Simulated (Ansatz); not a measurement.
# CoPdO2: the cost of one run

Computed with Ansatz 0.2.0 (DFT LDA+U (U_eff = 5 eV on Co d, Pd d), plane waves, PAW, unless a step's input says otherwise).

8 further runs of the same task are left out: 8 that didn't finish.

### Step 1. Starting point

It takes space group R-3m (No. 166, trigonal). Conventional cell: a = 2.845 Å, b = 2.845 Å, c = 17.880 Å, α = 90.00°, β = 90.00°, γ = 120.00°. Co (site symmetry -3m) has 6 O at 1.91 Å as nearest neighbours. Around Pd (site symmetry -3m) lie 2 O at 2.01 Å. O (site symmetry 3m) is surrounded by 3 Co at 1.91 Å and 1 Pd at 2.01 Å.

Coordinates:

```cif
data_structure
_symmetry_space_group_name_H-M 'P 1'
_symmetry_Int_Tables_number 1
_cell_length_a 6.1822
_cell_length_b 6.1822
_cell_length_c 6.1822
_cell_angle_alpha 26.605
_cell_angle_beta 26.605
_cell_angle_gamma 26.605
_cell_volume 41.78
loop_
_atom_site_label
_atom_site_type_symbol
_atom_site_fract_x
_atom_site_fract_y
_atom_site_fract_z
_atom_site_occupancy
Co1 Co 0.50000 0.50000 0.50000 1
Pd1 Pd 0.00000 0.00000 0.00000 1
O1 O 0.11215 0.11215 0.11215 1
O2 O 0.88785 0.88785 0.88785 1
```

An earlier series on this cell reached its lowest free state from «ferromagnetic start, free, symmetry kept, no search», perhaps among other starts (it ended without moments).

### Step 2. Total moment locked, 5.00 μB per cell

Input file input.yaml:

```yaml
crystal:
  lattice:
    - [1.42249981, 0.82128065, 5.96000126]
    - [-1.42249981, 0.82128065, 5.96000126]
    - [0.0, -1.6425613, 5.96000126]
  atoms:
    - { symbol: Co, position: [0.5, 0.5, 0.5], spin: 3.0 }
    - { symbol: Pd, position: [0.0, 0.0, 0.0], spin: 2.0 }
    - { symbol: O, position: [0.11215, 0.11215, 0.11215] }
    - { symbol: O, position: [0.88785, 0.88785, 0.88785] }
basis:
  ecutwfc: 420
  ecutrho_ratio: 4
kpoints:
  mp_grid: { grid: [8, 8, 8] }
hamiltonian:
  xc: lda
  hubbard:
    sites:
      - { site: 0, l: d, u_eff: 5.0, starting_ns: [{ spin: up, occupation_matrix: s0up }, { spin: down, occupation_matrix: s0down }] }
      - { site: 1, l: d, u_eff: 5.0, starting_ns: [{ spin: up, occupation_matrix: s1up }, { spin: down, occupation_matrix: s1down }] }
    occupation_matrices:
      s0up:
        matrix:
          - [0.97, 0.0, 0.0, 0.0, 0.0]
          - [0.0, 0.97, 0.0, 0.0, 0.0]
          - [0.0, 0.0, 0.97, 0.0, 0.0]
          - [0.0, 0.0, 0.0, 0.97, 0.0]
          - [0.0, 0.0, 0.0, 0.0, 0.97]
      s0down:
        matrix:
          - [0.97, 0.0, 0.0, 0.0, 0.0]
          - [0.0, 0.34965, 0.0, 0.0, -0.45221]
          - [0.0, 0.0, 0.02, 0.0, 0.0]
          - [0.0, 0.0, 0.0, 0.02, 0.0]
          - [0.0, -0.45221, 0.0, 0.0, 0.64035]
      s1up:
        matrix:
          - [0.97, 0.0, 0.0, 0.0, 0.0]
          - [0.0, 0.97, 0.0, 0.0, 0.0]
          - [0.0, 0.0, 0.97, 0.0, 0.0]
          - [0.0, 0.0, 0.0, 0.97, 0.0]
          - [0.0, 0.0, 0.0, 0.0, 0.97]
      s1down:
        matrix:
          - [0.02, 0.0, 0.0, 0.0, 0.0]
          - [0.0, 0.97, 0.0, 0.0, 0.0]
          - [0.0, 0.0, 0.67818, 0.43826, 0.0]
          - [0.0, 0.0, 0.43826, 0.31182, 0.0]
          - [0.0, 0.0, 0.0, 0.0, 0.97]
    ns_hold: { iters: 8 }
scf:
  occupations: { method: gaussian, width: 0.05 }
  lower_state_search: "off"
  max_iter: 150
output:
  forces: true
  stress: true
  eigenvalues: true
  populations: true
  hubbard: { sites: [{ site: 0, l: d }, { site: 1, l: d }] }
magnetization:
  spin_polarized: true
  initial_magnetization: 5.0
  spin_locking: { lock_magnetization: hard }
```

The typed matrices put 0.97 on the chosen orbitals and 0.02 on the others, and are held for 8 cycles. The lock stays on to the end, so the result is a constrained state.

Launch:

```console
$ ansatz run input.yaml --threads 2 --pin off --max-ram 3072MiB --backend cpu --events-out ev --progress --plain --runs-dir out
```

What time and memory should one allow on 2 threads of Intel Xeon Platinum 8375C at 2.90GHz (Ice Lake), shared host?

About 66 s, with a peak of 1.4 GiB.
